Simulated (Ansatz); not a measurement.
# C6H9In: vertical ionisation energy

An exercise on one series of results from a longer session: the logs are not shown, and one member is left open.

The runs use Ansatz 0.2.0, Gaussian basis; unrestricted cation, the program's frozen cores in correlated methods.

The runs, in order: UKS PBE-D4/def2-TZVPP; UKS r2SCAN-D4/def2-TZVPP; UKS PBE0-D4/def2-TZVPP; UKS B3LYP-D4/def2-TZVPP; UKS wB97X-V/def2-TZVPP; UKS wB97M-V/def2-TZVPP; UKS B2PLYP/def2-TZVPP; UHF-MP2/def2-TZVPP; UHF-MP2/def2-QZVPP; then −ε(HOMO) from the neutral's earlier runs with LDA (SPW92), PBE-D4, revPBE-D4, BLYP-D4, r2SCAN-D4, B97M-V, PBE0-D4, B3LYP-D4, r2SCANh-D4, r2SCAN0-D4, HSE06-D4, BHLYP-D4, CAM-B3LYP-D4, LC-ωPBE, ωB97X-V, ωB97M-V.

2 further runs of the same task are left out: 1 for a known fault of the program, 1 that didn't finish.

**The relaxed structure**

An earlier PBE0-D4 in a triple-zeta def2 set relaxation fixed the geometry. In takes the def2 core potential; no spin-orbit term is included.

SMILES `C=[CH][In]([CH]=C)[CH]=C`, 16 atoms, charge 0, spin multiplicity 1.

Atoms are counted from 1 here; the program's logs count them from 0.

Bond lengths: C1–C2 1.332 Å, C1–H8 1.088 Å, C1–H9 1.089 Å, C2–In3 2.138 Å, C2–H10 1.089 Å, In3–C4 2.138 Å, In3–C6 2.138 Å, C4–C5 1.332 Å, C4–H11 1.089 Å, C5–H12 1.088 Å, C5–H13 1.089 Å, C6–C7 1.332 Å, C6–H14 1.089 Å, C7–H15 1.089 Å, C7–H16 1.088 Å. Angles: C2–C1–H8 122.4°, C2–C1–H9 122.4°, H8–C1–H9 115.2°, C1–C2–In3 121.9°, C1–C2–H10 117.1°, In3–C2–H10 121.0°, C2–In3–C4 120.0°, C2–In3–C6 120.0°, C4–In3–C6 120.0°, In3–C4–C5 121.9°, In3–C4–H11 121.0°, C5–C4–H11 117.1°, C4–C5–H12 122.4°, C4–C5–H13 122.4°, H12–C5–H13 115.2°, In3–C6–C7 121.9°, In3–C6–H14 121.0°, C7–C6–H14 117.1° and more.

The first run:

Input file in.yaml:

```yaml
crystal:
  periodic: [false, false, false]
  atoms:
    - {symbol: C, position_ang: [1.595425, -2.173229, -1.444556]}
    - {symbol: C, position_ang: [1.046136, -0.968766, -1.593130]}
    - {symbol: In, position_ang: [-0.002360, -0.000634, -0.000536]}
    - {symbol: C, position_ang: [-0.850955, 1.938770, -0.302958]}
    - {symbol: C, position_ang: [-0.749913, 2.577145, -1.467766]}
    - {symbol: C, position_ang: [-0.201131, -0.972010, 1.894120]}
    - {symbol: C, position_ang: [-0.841789, -0.402466, 2.913790]}
    - {symbol: H, position_ang: [1.540437, -2.728116, -0.510637]}
    - {symbol: H, position_ang: [2.131802, -2.673715, -2.249903]}
    - {symbol: H, position_ang: [1.153545, -0.490728, -2.565921]}
    - {symbol: H, position_ang: [-1.387581, 2.447186, 0.497036]}
    - {symbol: H, position_ang: [-0.233021, 2.149573, -2.324060]}
    - {symbol: H, position_ang: [-1.178683, 3.565127, -1.631473]}
    - {symbol: H, position_ang: [0.222284, -1.961051, 2.064126]}
    - {symbol: H, position_ang: [-0.947452, -0.889835, 3.882327]}
    - {symbol: H, position_ang: [-1.296745, 0.582728, 2.839550]}
basis:
  gaussian: {orbitals: def2-TZVPP}
total_charge: 1
magnetization: {spin_polarized: true, initial_magnetization: 1}
hamiltonian: {xc: pbe, dispersion: d4}
```

Launch:

```console
$ ansatz run in.yaml --threads 2 --pin off --events-out ev --progress --plain --max-ram 32768MiB --backend cuda --devices 0, --max-vram 18GiB
```

Among the steps run: Cation, UKS PBE-D4/def2-TZVPP; Cation, UKS r2SCAN-D4/def2-TZVPP; Cation, UKS PBE0-D4/def2-TZVPP; Cation, UKS B3LYP-D4/def2-TZVPP; Cation, UKS wB97X-V/def2-TZVPP; Cation, UKS wB97M-V/def2-TZVPP; Cation, UKS B2PLYP (frozen core)/def2-TZVPP; Cation, UHF-MP2/def2-TZVPP; Cation, UHF-MP2/def2-QZVPP.

One of the session's tables, all rows but one given; the rest of the session is left out.

It belongs to the step «Ionisation energies side by side». Orbital estimates, from the neutral's runs:

```
  functional  −ε(HOMO) (eV)
 LDA (SPW92)           6.22
      PBE-D4           6.09
   revPBE-D4           6.03
     BLYP-D4           5.97
   r2SCAN-D4           6.31
      B97M-V           6.38
     PBE0-D4           7.30
    B3LYP-D4           7.10
  r2SCANh-D4           6.76
  r2SCAN0-D4           7.45
    HSE06-D4           6.90
    BHLYP-D4           8.44
CAM-B3LYP-D4           8.63
     LC-ωPBE              ?
     ωB97X-V           9.60
     ωB97M-V           9.48
```

**Question.** Estimate the row for LC-ωPBE.

The run gave: −ε(HOMO) (eV): 9.93. In the column «−ε(HOMO) (eV)» it is the highest.
